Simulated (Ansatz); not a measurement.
# In (bcc type): the cost of one run

Program: Ansatz 0.2.0. Level of theory: DFT, LDA, all-electron LAPW, scalar-relativistic. These are calculated values, not measurements.

This is In in the bcc structure; at room conditions it is tetragonal.

### 1 The system as given

Symmetry: Im-3m, No. 229, cubic system. Conventional cell: a = 3.108 Å, b = 3.108 Å, c = 3.108 Å, α = 90.00°, β = 90.00°, γ = 90.00°. Around In (site symmetry m-3m) lie 8 In at 2.69 Å.

Structure file:

```cif
data_structure
_symmetry_space_group_name_H-M 'P 1'
_symmetry_Int_Tables_number 1
_cell_length_a 2.6916
_cell_length_b 2.6916
_cell_length_c 2.6916
_cell_angle_alpha 109.471
_cell_angle_beta 109.471
_cell_angle_gamma 109.471
_cell_volume 15.01
loop_
_atom_site_label
_atom_site_type_symbol
_atom_site_fract_x
_atom_site_fract_y
_atom_site_fract_z
_atom_site_occupancy
In1 In 0.00000 0.00000 0.00000 1
```

### 2 Bcc relaxed under pressure, LAPW

input.yaml reads:

```yaml
crystal:
  lattice:
    - [-1.5539845609, 1.5539845609, 1.5539845609]
    - [1.5539845609, -1.5539845609, 1.5539845609]
    - [1.5539845609, 1.5539845609, -1.5539845609]
  atoms:
    - { symbol: In, position: [0.0, 0.0, 0.0] }
kpoints:
  mp_grid: { grid: [17, 17, 17] }
scf:
  occupations: { method: fermi_dirac, width: 0.1 }
hamiltonian:
  xc: lda
  pseudopotentials: { kind: all_electron, lapw: { basis_error: 0.0005 } }
output:
  forces: true
  stress: true
  eigenvalues: true
relax:
  f_tol: 0.005
  max_steps: 12
  cell: { p_target: 90.0, stress_tol: 0.045 }
```

Run with:

```sh
$ ansatz run input.yaml --threads 1 --pin off --max-ram 3584MiB --backend cpu --events-out ev --progress --plain --runs-dir out
```

Q: Estimate wall time and peak memory on 1 thread of Arm Neoverse V1, shared host.

About 27 s, with a peak of 0.39 GiB.
